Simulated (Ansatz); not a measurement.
# SnAs (Fm-3m): relaxation of cell and ions in Python

What cell does SnAs (Fm-3m) relax to? A script is to give a relaxation of cell and ions; the system is SnAs (Fm-3m).

The COD entry's cell or inner coordinates are ideal or old and differ from later refinements, so a difference from it is no clean test against experiment.

Program: Ansatz 0.2.0, driven from Python. Level of theory: DFT PBEsol, plane waves, PAW. These are calculated values, not measurements.

### 1 Starting point

It takes space group Fm-3m (No. 225, cubic). The conventional cell has a = 5.681 Å, b = 5.681 Å, c = 5.681 Å, α = 90.00°, β = 90.00°, γ = 90.00°. Sn (site symmetry m-3m) has 6 As at 2.84 Å as nearest neighbours. Around As (site symmetry m-3m) lie 6 Sn at 2.84 Å.

No structure file is read: the coordinates are typed or built in the script.

### 2 The code

snas.py reads:

```python
import ansatz as az
from ase import Atoms
from ase.io import write
import matplotlib.pyplot as plt
import numpy as np

FUNCTIONAL = "pbesol"
KSPACING = 0.27
OCCUPATIONS = "gaussian"
FORCE_TOL = 0.03

def edges_and_angles(cell):
    cell = np.asarray(cell)
    a, b, c = np.linalg.norm(cell, axis=1)
    cosines = cell[1] @ cell[2] / (b * c), cell[0] @ cell[2] / (a * c), cell[0] @ cell[1] / (a * b)
    return (a, b, c, *np.degrees(np.arccos(cosines)))


def main() -> None:
    system = (
        az.Lattice.of((0.0, 2.8405, 2.8405), (2.8405, 0.0, 2.8405), (2.8405, 2.8405, 0.0))
        .atom("Sn", (0.0, 0.0, 0.0))
        .atom("As", (0.5, 0.5, 0.5))
    )

    calc = system.calculation()
    calc = calc.functional(FUNCTIONAL)
    calc = calc.kpoints(spacing=KSPACING).occupations(OCCUPATIONS, width=50 * az.meV)
    calc = calc.relax(force_tolerance=FORCE_TOL, fix_cell=["shape"], stress_tolerance=0.05)
    steps = []


    def follow(event):
        if event["event"] != "relax_step":
            return
        row = event["data"]
        steps.append(row)
        print(f"step {row['step']:3d}  E = {row['lagrangian_ev']:.5f} eV  largest force component = {row['allowed_force_max_ev_ang']:.4f} eV/A  P = {row['pressure_gpa']:.3f} GPa")


    res = calc.session().plan(threads=1).execute(on_event=follow)
    data = res.report

    first, last = steps[0], steps[-1]
    symbols = [site.symbol for site in res.lattice.sites]
    print(f"energy gained {first['lagrangian_ev'] - last['lagrangian_ev']:.4f} eV in {len(steps) - 1} steps")
    for label, vectors in (("before", first["cell_ang"]), ("after", res.lattice.cell_ang)):
        print(label, "a b c (A) {:.4f} {:.4f} {:.4f}  angles {:.2f} {:.2f} {:.2f}".format(*edges_and_angles(vectors)), f" V = {abs(np.linalg.det(vectors)):.3f} A^3")
    print("final stress xx yy zz (GPa, compression positive):", np.round(np.diag(data["stress_gpa"]), 3) + 0.0)

    print("atom   start x y z (A)              end x y z (A)")
    for symbol, a, b in zip(symbols, first["positions_ang"], last["positions_ang"]):
        print(f"{symbol:3s}", " ".join(f"{v:8.4f}" for v in a), "  ", " ".join(f"{v:8.4f}" for v in b))

    change = np.array(last["positions_ang"]) @ np.linalg.inv(last["cell_ang"]) - np.array(first["positions_ang"]) @ np.linalg.inv(first["cell_ang"])
    moved = np.linalg.norm(change @ np.array(last["cell_ang"]), axis=1)
    print("displacement within the cell, strain taken out (A):", " ".join(f"{s}:{d:.3f}" for s, d in zip(symbols, moved)))

    relaxed = Atoms(symbols, positions=[site.position_ang for site in res.lattice.sites], cell=res.lattice.cell_ang, pbc=True)
    write("relaxed.vasp", relaxed, format="vasp")

    fig, (top, bottom) = plt.subplots(2, 1, sharex=True, figsize=(4.5, 4))
    top.plot([s["lagrangian_ev"] - last["lagrangian_ev"] for s in steps], "o-")
    top.set_ylabel("E - E(final) (eV)")
    bottom.semilogy([max(s["allowed_force_max_ev_ang"], 1e-6) for s in steps], "s-")
    bottom.set(xlabel="step", ylabel="largest force (eV/A)")
    fig.tight_layout()
    fig.savefig("relax.png", dpi=100)

    energy = data["free_energy_ev"]
    print("SnAs: {:.6f} eV = {:.6f} Ry = {:.6f} Ha".format(energy, energy / 13.605693, energy / 27.211386))
    print("Fermi level {:.4f} eV, {} k-points, {} symmetry operations".format(data["fermi_energy_ev"], data["n_kpoints"], data["n_symmetry_ops"]))


if __name__ == "__main__":
    main()
```

### 3 What the engine is handed

The engine receives this input:

```yaml
crystal:
  lattice:
    - [0.0, 2.8405, 2.8405]
    - [2.8405, 0.0, 2.8405]
    - [2.8405, 2.8405, 0.0]
  atoms:
    - { symbol: Sn, position: [0.0, 0.0, 0.0] }
    - { symbol: As, position: [0.5, 0.5, 0.5] }
kpoints:
  mp_grid:
    kspacing: 0.27
hamiltonian:
  xc: pbesol
scf:
  occupations:
    method: gaussian
    width: 0.05
relax:
  f_tol: 0.03
  cell:
    stress_tol: 0.05
    fix: [shape]
```

### 4 Launch

The run is started by

```
$ python snas.py
```

The log of the run:

```text
DeckWarning: basis.ecutwfc = 420 eV, auto-derived from the records' recommended cutoffs: set by Sn (normal level)
step   1  E = -10762.93890 eV  largest force component = 0.0000 eV/A  P = 1.344 GPa
step   2  E = -10762.93943 eV  largest force component = 0.0000 eV/A  P = -1.115 GPa
step   3  E = -10762.94230 eV  largest force component = 0.0000 eV/A  P = -0.011 GPa
step   4  E = -10762.94253 eV  largest force component = 0.0000 eV/A  P = -0.012 GPa
energy gained 0.0036 eV in 3 steps
before a b c (A) 4.0171 4.0171 4.0171  angles 60.00 60.00 60.00  V = 45.837 A^3
after a b c (A) 4.0426 4.0426 4.0426  angles 60.00 60.00 60.00  V = 46.718 A^3
final stress xx yy zz (GPa, compression positive): [-0.012 -0.012 -0.012]
atom   start x y z (A)              end x y z (A)
Sn    0.0000   0.0000   0.0000     -0.0000  -0.0000  -0.0000
As    2.8405   2.8405   2.8405      2.8586   2.8586   2.8586
displacement within the cell, strain taken out (A): Sn:0.000 As:0.000
SnAs: -10762.942531 eV = -791.061692 Ry = -395.530846 Ha
Fermi level 10.8872 eV, 29 k-points, 48 symmetry operations
```

(Warnings from the package without file and line.)

It took 5.8 s on 1 thread of Arm Neoverse V2, shared host; peak memory 0.48 GiB.

relaxed.vasp, as written:

```text
Sn As
 1.0000000000000000
    -0.0000000000000000    2.8585782508442175    2.8585782508442175
     2.8585782508442175   -0.0000000000000000    2.8585782508442175
     2.8585782508442175    2.8585782508442175    0.0000000000000000
 Sn  As
   1   1
Cartesian
 -0.0000000000000000 -0.0000000000000000 -0.0000000000000000
  2.8585782508442175  2.8585782508442175  2.8585782508442175
```

Lines on the test bed's own set-up are left out of the output.

### 5 The run's own record

The report of the run holds:

| item | value |
| --- | --- |
| SCF cycles in all | 22 |
| k-points solved | 29 |
| plane waves | 941 |
| bands | 19 |
| valence electrons | 29 |
| free energy (eV) | -10762.94253 |
| Fermi level (eV) | 10.887 |
| pressure (GPa; positive when compressed) | -0.01 |

### 6 Path of the relaxation

Step by step:

```
step  energy from step 1 (eV/cell)  largest force component (eV/Å)  pressure (GPa)  volume (Å³)
   1                        0.0000                          0.0000            1.34        45.84
   2                       -0.0005                          0.0000           -1.11        47.47
   3                       -0.0034                          0.0000           -0.01        46.72
   4                       -0.0036                          0.0000           -0.01        46.72
```

Step 1 is the start. Step 4 repeats the geometry before it on a plane-wave basis chosen anew for that cell, so its energy need not be comparable with the rows above.

Lengths and angles in the start's conventional setting:

|  | before | after | change |
| --- | --- | --- | --- |
| a (Å) | 5.681 | 5.717 | +0.6 % |
| b (Å) | 5.681 | 5.717 | +0.6 % |
| c (Å) | 5.681 | 5.717 | +0.6 % |
| volume (Å³/atom) | 22.92 | 23.36 | +1.9 % |
| shortest distance (Å) | 2.841 | 2.859 | +0.6 % |
| space group (0.01 Å) | Fm-3m | Fm-3m | same |

The run keeps the 48 symmetry operations of the start, so it could not have lowered the symmetry.

### 7 Results

| quantity | value |
| --- | --- |
| free energy | -10762.9425 eV (-5381.4713 eV/atom) |
| moves of the relaxation | 2 |
| energy gained (ahead of the last change of basis) | 1.7 meV/atom |
| last largest force component | 0.0000 eV/Å |
| relaxed conventional cell | a = 5.717 Å, b = 5.717 Å, c = 5.717 Å, α = 90.00°, β = 90.00°, γ = 90.00° |
| space group at the end | Fm-3m |

**Reading.** The volume grew by 1.9 % over 2 moves, and the space group stayed Fm-3m. Forces vanish by symmetry, so the ions can't move, and the end may be a saddle. Only differences from the Fermi energy are physical; the zero of the scale is a convention. Energies along a relaxation are free energies. Rows at an unchanged volume are solved on a plane-wave basis chosen afresh for that cell, so the energy jumps there and such rows are no steps of the walk. Edges and angles that the script prints are those of the cell as typed, here a primitive one. Of the deposited cell: the entry's cell lengths or inner coordinates differ somewhat from later room-temperature determinations.
